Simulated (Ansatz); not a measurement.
# C3H10FGaS, SMILES C[S+](C)[GaH2-][CH2]F: a single point in a Gaussian basis

Program: the Python package of Ansatz (0.2.0).

Contents of `c3h10fgas.xyz`:
```text
16

C    -1.35380   -1.62130    0.30820
S    -1.14330    0.12440    0.56900
C    -1.46980    1.00030   -0.94300
Ga    0.94920    0.52580    1.21940
C     2.18490    0.18610   -0.31240
F     2.15910    1.26720   -1.17190
H    -2.39620   -1.82460   -0.01200
H    -1.14580   -2.16400    1.25310
H    -0.65160   -1.96680   -0.47840
H    -1.32130    2.08740   -0.78000
H    -0.77650    0.64740   -1.73410
H    -2.51660    0.81440   -1.25970
H     1.08100    2.06090    1.68630
H     1.32720   -0.45280    2.44050
H     3.21610    0.04040    0.06930
H     1.85730   -0.72490   -0.85420
```

The cells in order, each with its output:

**Cell 1**
```python
import ansatz as az

BASIS_SET = "cc-pVDZ"
```

**Cell 2**
```python
molecule = az.Crystal.molecule_from_extxyz("c3h10fgas.xyz")
```

**Cell 3**
```python
calculation = molecule.calculation().basis(gaussian=BASIS_SET).functional(az.LibraryFunctional("wB97"))
out = calculation.run()
data = out.report
```

**Cell 4**
```python
type(out).__name__, type(data).__name__
```
Output:
```text
('RunOutcome', 'dict')
```

**Cell 5**
```python
print(f"E = {data['free_energy_ev']:.6f} eV = {data['free_energy_ev'] / 27.211386246:.7f} Ha")
print("converged:", data["converged"], " doubts:", data["published_state_doubts"] or "none")
```
Output:
```text
E = -69205.584291 eV = -2543.2583135 Ha
converged: True  doubts: none
```

Total energies depend on the basis set; only differences at equal settings carry meaning. The geometry is a force-field or estimated start, not a minimum of this method, and the basis set is short of its limit. Finished in 17 s on 1 thread of Intel(R) Xeon(R) Platinum 8488C (Sapphire Rapids), on a shared host, peak memory 0.49 GiB.

(Lines on the test bed's own set-up are left out of the output.)
